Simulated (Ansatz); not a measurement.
# The antimony atom (quartet): from Hartree-Fock to the top rungs, def2-TZVPD

How much of the correlation energy of the antimony atom (quartet) does each wave-function method recover here?

Computed with Ansatz 0.2.0, Gaussian basis. Level: def2-TZVPD, core rule «outside noble gas», up to 9 orbitals frozen.

To be run: CCSD(T) on UHF; BCCD(T) on ROHF; CISD; CCSDT(Q) on ROHF; CCSDT(Q) on UHF; CASSCF and MRCISD+Q, 5 electrons in 4 orbitals; CASSCF and MRCISD+Q(relaxed), 5 electrons in 4 orbitals; CASSCF and NEVPT4(SD), 5 electrons in 4 orbitals; CASSCF and NEVPT2, 5 electrons in 4 orbitals; Full CI.

### 1 The atom

A free atom, in its lowest state of this spin that the program finds. No spin-orbit coupling is included. Elements past krypton take def2 core potentials.

1 atom, charge 0, spin multiplicity 4.

### 2 CCSD(T) on UHF

The input, in.yaml:

```yaml
crystal:
  periodic: [false, false, false]
  atoms:
    - {symbol: Sb, position_ang: [0.000000, 0.000000, 0.000000]}
basis:
  gaussian: {orbitals: def2-TZVPD}
magnetization: {spin_polarized: true, initial_magnetization: 3}
correlation: {method: ccsd_t, electrons: outside_noble_gas}
```

Run with:

```console
$ ansatz run in.yaml --threads 1 --pin off --events-out ev --progress --plain --max-ram 7833MiB
```

Further steps of the session: BCCD(T) on ROHF; CISD; CCSDT(Q) on ROHF; CCSDT(Q) on UHF; CASSCF and MRCISD+Q, 5 electrons in 4 orbitals; CASSCF and MRCISD+Q(relaxed), 5 electrons in 4 orbitals; CASSCF and NEVPT4(SD), 5 electrons in 4 orbitals; CASSCF and NEVPT2, 5 electrons in 4 orbitals; Full CI.

**Question.** What will the summary of the whole plan be? Wanted: FCI below the UHF energy; UMP2 from FCI; UCCSD(T) from FCI; UCCSDT(Q) from FCI; NEVPT2 valence from FCI; NEVPT4(SD) valence from FCI; MRCISD+Q valence from FCI; effectively unpaired electrons.

**Answer**, as computed:

```
                         quantity                                                                                                  value
         FCI below the UHF energy                                                                                             -2.0420 eV
                    UMP2 from FCI                                                                                           +38.1 kJ/mol
                UCCSD(T) from FCI                                                                                            -1.4 kJ/mol
               UCCSDT(Q) from FCI                                                                                            -3.0 kJ/mol
          NEVPT2 valence from FCI                                                                                           +42.0 kJ/mol
      NEVPT4(SD) valence from FCI                                                                                            +3.7 kJ/mol
        MRCISD+Q valence from FCI                                                                                            +0.8 kJ/mol
levels within 1 kcal/mol (43 meV)  UCCSD(T), BCCD(T), UCCSDT, UCCSDT(Q), NEVPT4(SD) valence, MRCISD+Q valence, MRCISD+Q(relaxed) valence
   effectively unpaired electrons                                                                                                   3.01
```

In words: UCCSD(T) lands -1.4 kJ/mol from the yardstick (0.7 % of the correlation energy). UCCSD(T), UCCSDT, UCCSDT(Q) fall below full CI: unrestricted runs freeze a spin-polarised core, another one than full CI's, and coupled cluster isn't variational. One determinant dominates. Of the multireference levels listed MRCISD+Q valence comes nearest in total energy (+0.8 kJ/mol), which doesn't show that its space is the better one. These misses are within one basis, not against nature; the frozen cores of restricted and unrestricted runs differ, which can shift their rows.
